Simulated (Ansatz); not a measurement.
# Si16N: the cost of one run

All numbers below are computed with Ansatz 0.2.0 (DFT PBE, plane waves, PAW, scalar-relativistic, collinear spin).

## 1. The starting structure

The cell holds 17 atoms (NSi16): a = 7.679 Å, b = 7.679 Å, c = 7.679 Å, α = 60.00°, β = 60.00°, γ = 60.00°.

The coordinates stand in the first input below.

## 2. Preparing the start

File input.yaml:

```yaml
accuracy: low
crystal:
  lattice:
    - [0.0, 5.43, 5.43]
    - [5.43, 0.0, 5.43]
    - [5.43, 5.43, 0.0]
  atoms:
    - { symbol: Si, position: [0.0, 0.0, 0.0] }
    - { symbol: Si, position: [0.125, 0.125, 0.125] }
    - { symbol: Si, position: [0.0, 0.0, 0.5] }
    - { symbol: Si, position: [0.125, 0.125, 0.625] }
    - { symbol: Si, position: [0.0, 0.5, 0.0] }
    - { symbol: Si, position: [0.125, 0.625, 0.125] }
    - { symbol: Si, position: [0.0, 0.5, 0.5] }
    - { symbol: Si, position: [0.125, 0.625, 0.625] }
    - { symbol: Si, position: [0.5, 0.0, 0.0] }
    - { symbol: Si, position: [0.625, 0.125, 0.125] }
    - { symbol: Si, position: [0.5, 0.0, 0.5] }
    - { symbol: Si, position: [0.625, 0.125, 0.625] }
    - { symbol: Si, position: [0.5, 0.5, 0.0] }
    - { symbol: Si, position: [0.625, 0.625, 0.125] }
    - { symbol: Si, position: [0.5, 0.5, 0.5] }
    - { symbol: Si, position: [0.625, 0.625, 0.625] }
    - { symbol: "N", position: [0.7625633, 0.2419164, 0.7440457], spin: 1.0 }
magnetization:
  spin_polarized: true
basis:
  ecutwfc: 420.0
kpoints:
  mp_grid: { grid: [2, 2, 2] }
hamiltonian:
  xc: pbe
  pseudopotentials: { kind: paw, azcp: { folder: soft_1 } }
scf:
  occupations: { method: fermi_dirac, width: 0.02 }
  lower_state_search: "off"
relax:
  f_tol: 0.08
  max_steps: 25
  adjacent_minimum: "off"
```

Launch:

```bash
$ ansatz run input.yaml --threads 1 --pin off --max-ram 3072MiB --backend cpu --events-out ev --progress --plain --runs-dir out
```

What time and memory should one allow on 1 thread of Arm Neoverse V1, shared host?

About 6.2 min, with a peak of 0.66 GiB.
